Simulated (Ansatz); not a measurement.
**CH3BS2: a ladder of functionals and wavefunction methods**

One table from this session's results is given with a row withheld; the runs are named, their logs left out.

The runs use Ansatz 0.2.0, Gaussian basis; functionals in def2-TZVPP, the program's frozen cores in correlated methods.

Levels to be run: LDA (SPW92), PBE-D4, revPBE-D4, BLYP-D4, r2SCAN-D4, B97M-V, PBE0-D4, B3LYP-D4, r2SCANh-D4, r2SCAN0-D4, HSE06-D4, BHLYP-D4, CAM-B3LYP-D4, LC-ωPBE, ωB97X-V, ωB97M-V, B2PLYP, PBE-QIDH; CCSD(T)/def2-SVP; CCSD(T)/def2-TZVPP; MP2/def2-QZVPP; extrapolation to the limit; RPA on PBE.

1 further run of the same task is left out (it didn't finish).

### The geometry

All runs share one geometry, relaxed beforehand with PBE0-D4 in a triple-zeta def2 set.

SMILES `S=CBS`, 7 atoms, charge 0, spin multiplicity 1.

Atoms are counted from 1 here; the program's logs count them from 0.

Bond lengths: S1–C2 1.616 Å, C2–B3 1.549 Å, C2–H5 1.094 Å, B3–S4 1.773 Å, B3–H6 1.194 Å, S4–H7 1.343 Å. Angles: S1–C2–B3 119.3°, S1–C2–H5 119.7°, B3–C2–H5 121.0°, C2–B3–S4 119.4°, C2–B3–H6 120.1°, S4–B3–H6 120.5°, B3–S4–H7 97.7°.

The first run:

Input file in.yaml:

```yaml
crystal:
  periodic: [false, false, false]
  atoms:
    - {symbol: S, position_ang: [0.227268, -2.350638, -0.403968]}
    - {symbol: C, position_ang: [-0.664489, -1.024442, -0.161726]}
    - {symbol: B, position_ang: [0.030449, 0.282446, 0.293414]}
    - {symbol: S, position_ang: [0.913249, 1.258449, -0.894016]}
    - {symbol: H, position_ang: [-1.753361, -1.079170, -0.257539]}
    - {symbol: H, position_ang: [-0.032665, 0.627363, 1.434716]}
    - {symbol: H, position_ang: [1.340649, 2.217991, -0.056582]}
basis:
  gaussian: {orbitals: def2-TZVPP}
hamiltonian: {xc: lda}
output: {orbitals: {seedname: orbitals}}
```

Steps of the session up to this table: LDA; PBE-D4 (GGA); revPBE-D4 (GGA); BLYP-D4 (GGA); r2SCAN-D4 (meta-GGA); B97M-V (meta-GGA); PBE0-D4 (hybrid); B3LYP-D4 (hybrid); r2SCANh-D4 (hybrid); r2SCAN0-D4 (hybrid); HSE06-D4 (hybrid); BHLYP-D4 (hybrid); CAM-B3LYP-D4 (range-separated); LC-ωPBE (range-separated); ωB97X-V (range-separated); ωB97M-V (range-separated); B2PLYP (double hybrid); PBE-QIDH (double hybrid).

One table of the session follows, with a row left open; its other results are not shown here.

It belongs to the step «Orbital energies across the functionals». 

```
  functional  HOMO (eV)  LUMO (eV)  gap (eV)
 LDA (SPW92)      -5.38      -3.70      1.68
      PBE-D4      -5.27      -3.50      1.77
   revPBE-D4      -5.23      -3.43      1.80
     BLYP-D4      -5.12      -3.33      1.79
   r2SCAN-D4      -5.49      -3.42      2.07
      B97M-V      -5.57      -3.35      2.21
     PBE0-D4      -6.49      -2.60      3.89
    B3LYP-D4      -6.25      -2.77      3.48
  r2SCANh-D4      -5.94      -3.07      2.87
  r2SCAN0-D4          ?          ?         ?
    HSE06-D4      -6.09      -2.98      3.11
    BHLYP-D4      -7.58      -1.52      6.06
CAM-B3LYP-D4      -7.81      -1.42      6.39
     LC-ωPBE      -9.21      -0.35      8.87
     ωB97X-V      -8.85      -0.39      8.46
     ωB97M-V      -8.68      -0.43      8.24
```

**Question.** Estimate the row for r2SCAN0-D4.

Worked estimate for «HOMO (eV)». Against the share of exact exchange, r2SCAN-D4 (0, -5.49), r2SCANh-D4 (0.1, -5.94) give a slope of -4.50 per unit share; at 0.25 the line stands at -6.61.

**Answer.** HOMO (eV): -6.63; LUMO (eV): -2.55; gap (eV): 4.08. In «HOMO (eV)» the line misses by +0.02.
